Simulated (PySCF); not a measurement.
# WO4 (-2): NMR shieldings, part 2 of 2

PySCF 2.14.0. Atoms count from 0.

## (5) NMR shieldings: PBE0/pcSseg-1 W:us-x2c-TZVPall-2c in water, spin-free

The job: settings as JSON, then the geometry in Å.

```
{"job": {"xc": "PBE0", "basis": {"default": "pcSseg-1", "W": "us-x2c-TZVPall-2c"}, "rel": "sf", "solvent": "water", "kind": "hnmr"}, "charge": -2, "multiplicity": 1}
W     -0.000050    -0.000670     0.000130
O      0.011250    -0.018680     1.803500
O      1.696500     0.011620    -0.611290
O     -0.857340     1.476060    -0.581050
O     -0.850360    -1.468330    -0.611300
```

With the program's defaults for keys left out, this is: PBE0/pcSseg-1 W:us-x2c-TZVPall-2c GIAO NMR shielding, spin-free X2C, Gaussian nuclei, IEF-PCM water.

The program printed:

```text
spin-free SCF
coarse grid: 29656 points
cycle   1  E = -16442.9538172542  dE =  1.132e-01  |g| = 3.199e+00  |ddm| = 3.002e+00
cycle   2  E = -16431.8559757352  dE =  1.110e+01  |g| = 8.769e+00  |ddm| = 7.361e+00
cycle   3  E = -16444.5630282325  dE = -1.271e+01  |g| = 8.623e-01  |ddm| = 5.670e+00
cycle   4  E = -16444.6654163344  dE = -1.024e-01  |g| = 4.371e-01  |ddm| = 7.847e-01
cycle   5  E = -16444.6890162001  dE = -2.360e-02  |g| = 1.079e-01  |ddm| = 2.731e-01
cycle   6  E = -16444.6911289112  dE = -2.113e-03  |g| = 2.533e-02  |ddm| = 6.565e-02
cycle   7  E = -16444.6910491453  dE =  7.977e-05  |g| = 3.168e-02  |ddm| = 2.793e-02
cycle   8  E = -16444.6912372952  dE = -1.881e-04  |g| = 9.287e-04  |ddm| = 1.710e-02
cycle   9  E = -16444.6912374041  dE = -1.089e-07  |g| = 3.234e-04  |ddm| = 6.485e-04
final grid: 60424 points
cycle  10  E = -16444.6781604644  dE = -1.317e-05  |g| = 1.151e-03  |ddm| = 1.466e-03
cycle  11  E = -16444.6781596034  dE =  8.611e-07  |g| = 2.528e-03  |ddm| = 1.840e-03
cycle  12  E = -16444.6781606015  dE = -9.982e-07  |g| = 2.348e-04  |ddm| = 1.445e-03
cycle  13  E = -16444.6781606100  dE = -8.531e-09  |g| = 6.885e-05  |ddm| = 1.363e-04
converged SCF energy = -16444.6781606100
check of the scalar solution
cycle   1  E = -16444.6781606101  dE = -1.644e+04  |FDS-SDF| = 6.885e-05
cycle   2  E = -16444.6781606089  dE =  1.146e-09  |FDS-SDF| = 1.041e-04
cycle   3  E = -16444.6781606108  dE = -1.888e-09  |FDS-SDF| = 2.178e-05
converged, E = -16444.6781606108

Field gradients (au) and densities at the nuclei (bohr^-3)
atom        Vxx        Vyy        Vzz        centre      nuclear mean
  0 W     -0.0016    -0.0178     0.0194    1382927.793    1307019.366
  1 O     -0.0619    -0.0638     0.1257        282.665        282.664
  2 O     -0.0625    -0.0636     0.1260        282.665        282.665
  3 O     -0.0627    -0.0644     0.1271        282.665        282.664
  4 O     -0.0618    -0.0623     0.1241        282.665        282.665
without picture change
  0 W                            0.0220                   3600372.092

Core orbital energies (eV)
atom   shell        mean    spread
  0 W  1s       -69414.748   0.000
  0 W  2s       -12014.920   0.000
  0 W  3s        -2782.757   0.000
  0 W  4s         -581.621   0.000
  0 W  5s          -82.577   0.000
  0 W  2p       -10542.347   0.000
  0 W  3p        -2342.363   0.000
  0 W  4p         -435.747   0.000
  0 W  5p          -45.945   0.001
  0 W  3d        -1818.514   0.000
  0 W  4d         -245.887   0.008
  0 W  4f          -36.239   0.029

Shielding tensors (ppm)
atom      isotropic    diamagn.    paramagn.     s11        s22        s33       span
  0 W       941.71     8898.68    -7956.97     939.63     942.25     943.27       3.64
  1 O      -182.40      401.07     -583.47    -292.40    -290.70      35.91     328.32
  2 O      -182.67      401.07     -583.74    -292.37    -291.33      35.70     328.07
  3 O      -182.41      401.07     -583.48    -292.02    -290.95      35.74     327.76
  4 O      -182.72      401.08     -583.79    -292.35    -291.64      35.84     328.18
```

Run time: 47 s. Hardware: 1 thread of Intel Xeon Platinum 8259CL at 2.50GHz, shared host; peak memory 0.99 GiB.

## (6) NMR shieldings: PBE0/pcSseg-1 W:us-x2c-TZVPall-2c in dichloromethane, spin–orbit

The job: settings as JSON, then the geometry in Å.

```
{"job": {"xc": "PBE0", "basis": {"default": "pcSseg-1", "W": "us-x2c-TZVPall-2c"}, "rel": "so", "solvent": "dichloromethane", "kind": "hnmr"}, "charge": -2, "multiplicity": 1}
W     -0.000050    -0.000670     0.000130
O      0.011250    -0.018680     1.803500
O      1.696500     0.011620    -0.611290
O     -0.857340     1.476060    -0.581050
O     -0.850360    -1.468330    -0.611300
```

With the program's defaults for keys left out, this is: PBE0/pcSseg-1 W:us-x2c-TZVPall-2c GIAO NMR shielding, X2C with spin-orbit coupling, screened-nuclear two-electron part, Gaussian nuclei, IEF-PCM dichloromethane.

The program printed:

```text
spin-free SCF
coarse grid: 29656 points
cycle   1  E = -16442.9156245201  dE =  1.513e-01  |g| = 3.202e+00  |ddm| = 3.002e+00
cycle   2  E = -16431.7106765641  dE =  1.120e+01  |g| = 8.800e+00  |ddm| = 7.420e+00
cycle   3  E = -16444.5269274556  dE = -1.282e+01  |g| = 8.676e-01  |ddm| = 5.726e+00
cycle   4  E = -16444.6304865421  dE = -1.036e-01  |g| = 4.408e-01  |ddm| = 7.915e-01
cycle   5  E = -16444.6546582035  dE = -2.417e-02  |g| = 1.092e-01  |ddm| = 2.759e-01
cycle   6  E = -16444.6567724161  dE = -2.114e-03  |g| = 3.005e-02  |ddm| = 6.707e-02
cycle   7  E = -16444.6567089574  dE =  6.346e-05  |g| = 3.426e-02  |ddm| = 3.219e-02
cycle   8  E = -16444.6569298615  dE = -2.209e-04  |g| = 8.903e-04  |ddm| = 1.855e-02
cycle   9  E = -16444.6569299530  dE = -9.149e-08  |g| = 3.342e-04  |ddm| = 6.367e-04
final grid: 60424 points
cycle  10  E = -16444.6438530366  dE = -1.317e-05  |g| = 1.165e-03  |ddm| = 1.471e-03
cycle  11  E = -16444.6438521334  dE =  9.031e-07  |g| = 2.587e-03  |ddm| = 1.882e-03
cycle  12  E = -16444.6438531791  dE = -1.046e-06  |g| = 2.314e-04  |ddm| = 1.476e-03
cycle  13  E = -16444.6438531875  dE = -8.411e-09  |g| = 6.250e-05  |ddm| = 1.335e-04
converged SCF energy = -16444.6438531875
two-component SCF
cycle   1  E = -16437.3382684723  dE = -1.644e+04  |FDS-SDF| = 3.176e+02
cycle   2  E = -16456.5222860228  dE = -1.918e+01  |FDS-SDF| = 1.358e+00
cycle   3  E = -16456.5258310769  dE = -3.545e-03  |FDS-SDF| = 6.455e-02
cycle   4  E = -16456.5258556562  dE = -2.458e-05  |FDS-SDF| = 4.260e-02
cycle   5  E = -16456.5259193584  dE = -6.370e-05  |FDS-SDF| = 2.312e-02
cycle   6  E = -16456.5259998045  dE = -8.045e-05  |FDS-SDF| = 4.405e-03
cycle   7  E = -16456.5260054156  dE = -5.611e-06  |FDS-SDF| = 1.272e-03
cycle   8  E = -16456.5260064186  dE = -1.003e-06  |FDS-SDF| = 4.512e-04
cycle   9  E = -16456.5260064932  dE = -7.458e-08  |FDS-SDF| = 7.866e-05
cycle  10  E = -16456.5260064970  dE = -3.798e-09  |FDS-SDF| = 3.000e-05
converged, E = -16456.5260064970

Field gradients (au) and densities at the nuclei (bohr^-3)
atom        Vxx        Vyy        Vzz        centre      nuclear mean
  0 W     -0.0019    -0.0183     0.0202    1389585.029    1313577.015
  1 O     -0.0683    -0.0702     0.1385        282.666        282.665
  2 O     -0.0689    -0.0699     0.1388        282.666        282.665
  3 O     -0.0691    -0.0708     0.1399        282.666        282.665
  4 O     -0.0683    -0.0686     0.1369        282.666        282.665
without picture change
  0 W                            0.0219                   3599874.931

Core orbital energies (eV)
atom   shell        mean    spread
  0 W  1s       -69400.542   0.000
  0 W  2s       -12010.841   0.000
  0 W  3s        -2780.822   0.000
  0 W  4s         -580.391   0.000
  0 W  5s          -81.581   0.000
  0 W  2p1/2    -11479.646   0.000
  0 W  2p3/2    -10130.676   0.000
  0 W  3p1/2     -2544.712   0.000
  0 W  3p3/2     -2251.271   0.000
  0 W  4p1/2      -482.117   0.000
  0 W  4p3/2      -413.900   0.000
  0 W  5p1/2       -51.829   0.000
  0 W  5p3/2       -42.045   0.001
  0 W  3d3/2     -1855.305   0.000
  0 W  3d5/2     -1791.816   0.001
  0 W  4d3/2      -252.492   0.000
  0 W  4d5/2      -239.781   0.006
  0 W  4f5/2       -36.454   0.005
  0 W  4f7/2       -34.258   0.015

Shielding tensors (ppm)
atom      isotropic    diamagn.    paramagn.     s11        s22        s33       span
  0 W      4376.70     7775.69    -3398.99    4373.98    4377.33    4378.79       4.81
  1 O      -187.42      401.25     -588.66    -309.98    -308.33      56.06     366.04
  2 O      -187.91      401.24     -589.16    -310.24    -309.27      55.77     366.00
  3 O      -187.63      401.24     -588.87    -309.90    -308.78      55.79     365.70
  4 O      -187.92      401.25     -589.17    -310.14    -309.53      55.91     366.05
```

Wall time 2.4 min (1 thread of Intel Xeon Platinum 8259CL at 2.50GHz, shared host); peak memory 1.1 GiB.

Key values:

| quantity | value |
| --- | --- |
| energy from spin-orbit coupling | -11.8822 Eh |

## (7) NMR shieldings: PBE0/pcSseg-1 W:us-x2c-TZVPall-2c in dichloromethane, spin-free

The job: settings as JSON, then the geometry in Å.

```
{"job": {"xc": "PBE0", "basis": {"default": "pcSseg-1", "W": "us-x2c-TZVPall-2c"}, "rel": "sf", "solvent": "dichloromethane", "kind": "hnmr"}, "charge": -2, "multiplicity": 1}
W     -0.000050    -0.000670     0.000130
O      0.011250    -0.018680     1.803500
O      1.696500     0.011620    -0.611290
O     -0.857340     1.476060    -0.581050
O     -0.850360    -1.468330    -0.611300
```

Method: PBE0/pcSseg-1 W:us-x2c-TZVPall-2c GIAO NMR shielding, spin-free X2C, Gaussian nuclei, IEF-PCM dichloromethane.

The program printed:

```text
spin-free SCF
coarse grid: 29656 points
cycle   1  E = -16442.9156245201  dE =  1.513e-01  |g| = 3.202e+00  |ddm| = 3.002e+00
cycle   2  E = -16431.7106765641  dE =  1.120e+01  |g| = 8.800e+00  |ddm| = 7.420e+00
cycle   3  E = -16444.5269274556  dE = -1.282e+01  |g| = 8.676e-01  |ddm| = 5.726e+00
cycle   4  E = -16444.6304865421  dE = -1.036e-01  |g| = 4.408e-01  |ddm| = 7.915e-01
cycle   5  E = -16444.6546582035  dE = -2.417e-02  |g| = 1.092e-01  |ddm| = 2.759e-01
cycle   6  E = -16444.6567724161  dE = -2.114e-03  |g| = 3.005e-02  |ddm| = 6.707e-02
cycle   7  E = -16444.6567089574  dE =  6.346e-05  |g| = 3.426e-02  |ddm| = 3.219e-02
cycle   8  E = -16444.6569298615  dE = -2.209e-04  |g| = 8.903e-04  |ddm| = 1.855e-02
cycle   9  E = -16444.6569299530  dE = -9.149e-08  |g| = 3.342e-04  |ddm| = 6.367e-04
final grid: 60424 points
cycle  10  E = -16444.6438530366  dE = -1.317e-05  |g| = 1.165e-03  |ddm| = 1.471e-03
cycle  11  E = -16444.6438521334  dE =  9.031e-07  |g| = 2.587e-03  |ddm| = 1.882e-03
cycle  12  E = -16444.6438531791  dE = -1.046e-06  |g| = 2.314e-04  |ddm| = 1.476e-03
cycle  13  E = -16444.6438531875  dE = -8.411e-09  |g| = 6.250e-05  |ddm| = 1.335e-04
converged SCF energy = -16444.6438531875
check of the scalar solution
cycle   1  E = -16444.6438531876  dE = -1.644e+04  |FDS-SDF| = 6.250e-05
cycle   2  E = -16444.6438531869  dE =  6.403e-10  |FDS-SDF| = 8.570e-05
converged, E = -16444.6438531869

Field gradients (au) and densities at the nuclei (bohr^-3)
atom        Vxx        Vyy        Vzz        centre      nuclear mean
  0 W     -0.0019    -0.0177     0.0196    1382927.779    1307019.353
  1 O     -0.0626    -0.0645     0.1271        282.664        282.664
  2 O     -0.0632    -0.0643     0.1275        282.665        282.664
  3 O     -0.0634    -0.0651     0.1286        282.665        282.664
  4 O     -0.0626    -0.0630     0.1256        282.665        282.664
without picture change
  0 W                            0.0223                   3600372.055

Core orbital energies (eV)
atom   shell        mean    spread
  0 W  1s       -69413.817   0.000
  0 W  2s       -12013.989   0.000
  0 W  3s        -2781.825   0.000
  0 W  4s         -580.689   0.000
  0 W  5s          -81.645   0.000
  0 W  2p       -10541.416   0.000
  0 W  3p        -2341.432   0.000
  0 W  4p         -434.815   0.000
  0 W  5p          -45.013   0.001
  0 W  3d        -1817.583   0.000
  0 W  4d         -244.956   0.008
  0 W  4f          -35.308   0.029

Shielding tensors (ppm)
atom      isotropic    diamagn.    paramagn.     s11        s22        s33       span
  0 W       943.05     8898.73    -7955.68     941.00     943.55     944.58       3.58
  1 O      -182.77      401.09     -583.86    -292.63    -290.95      35.25     327.88
  2 O      -183.27      401.08     -584.36    -292.89    -291.89      34.96     327.85
  3 O      -183.02      401.08     -584.09    -292.58    -291.45      34.98     327.56
  4 O      -183.24      401.09     -584.33    -292.73    -292.11      35.11     327.85
```

Run time: 46 s. Hardware: 1 thread of Intel Xeon Platinum 8259CL at 2.50GHz, shared host; peak memory 1 GiB.

## (8) Shieldings side by side

```
                                                                     run      W0      O1      O3      O4      O2     time
                   step 2, PBE0/pcSseg-1 W:us-x2c-TZVPall-2c, spin–orbit  4367.5  -193.8  -193.8  -193.9  -193.8    3 min
                    step 3, PBE0/pcSseg-1 W:us-x2c-TZVPall-2c, spin-free   936.8  -188.8  -188.8  -188.9  -188.9     47 s
          step 4, PBE0/pcSseg-1 W:us-x2c-TZVPall-2c in water, spin–orbit  4375.7  -187.0  -187.0  -187.3  -187.3  2.5 min
           step 5, PBE0/pcSseg-1 W:us-x2c-TZVPall-2c in water, spin-free   941.7  -182.4  -182.4  -182.7  -182.7     47 s
step 6, PBE0/pcSseg-1 W:us-x2c-TZVPall-2c in dichloromethane, spin–orbit  4376.7  -187.4  -187.6  -187.9  -187.9  2.4 min
 step 7, PBE0/pcSseg-1 W:us-x2c-TZVPall-2c in dichloromethane, spin-free   943.0  -182.8  -183.0  -183.2  -183.3     46 s
```

## (9) Results

What follows sums up all 2 parts.

| quantity | value |
| --- | --- |
| energy from spin-orbit coupling (step 2, PBE0/pcSseg-1 W:us-x2c-TZVPall-2c, spin–orbit) | -11.8821 Eh |
| shieldings (step 2, PBE0/pcSseg-1 W:us-x2c-TZVPall-2c, spin–orbit) | W0 4367.5, O1 -193.8, O2 -193.8, O3 -193.8, O4 -193.9 ppm |
| shieldings (step 3, PBE0/pcSseg-1 W:us-x2c-TZVPall-2c, spin-free) | W0 936.8, O1 -188.8, O2 -188.9, O3 -188.8, O4 -188.9 ppm |
| energy from spin-orbit coupling (step 4, PBE0/pcSseg-1 W:us-x2c-TZVPall-2c in water, spin–orbit) | -11.8822 Eh |
| shieldings (step 4, PBE0/pcSseg-1 W:us-x2c-TZVPall-2c in water, spin–orbit) | W0 4375.7, O1 -187.0, O2 -187.3, O3 -187.0, O4 -187.3 ppm |
| shieldings (step 5, PBE0/pcSseg-1 W:us-x2c-TZVPall-2c in water, spin-free) | W0 941.7, O1 -182.4, O2 -182.7, O3 -182.4, O4 -182.7 ppm |
| energy from spin-orbit coupling (step 6, PBE0/pcSseg-1 W:us-x2c-TZVPall-2c in dichloromethane, spin–orbit) | -11.8822 Eh |
| shieldings (step 6, PBE0/pcSseg-1 W:us-x2c-TZVPall-2c in dichloromethane, spin–orbit) | W0 4376.7, O1 -187.4, O2 -187.9, O3 -187.6, O4 -187.9 ppm |
| shieldings (step 7, PBE0/pcSseg-1 W:us-x2c-TZVPall-2c in dichloromethane, spin-free) | W0 943.0, O1 -182.8, O2 -183.3, O3 -183.0, O4 -183.2 ppm |

What this shows: In steps 2, 3 the highest level lies above zero, so the outer electrons are held by the basis. A contracted two-component basis is stiff near heavy nuclei, so the absolute shieldings of the heavy atoms from it are rough. A continuum can't give the shift that close solvent molecules cause at an ion. W0 moves most between the runs, by 3440 ppm; the labels say what changes from run to run. The geometry comes from tight binding, which is rough for metal atoms, and these values hang on it.
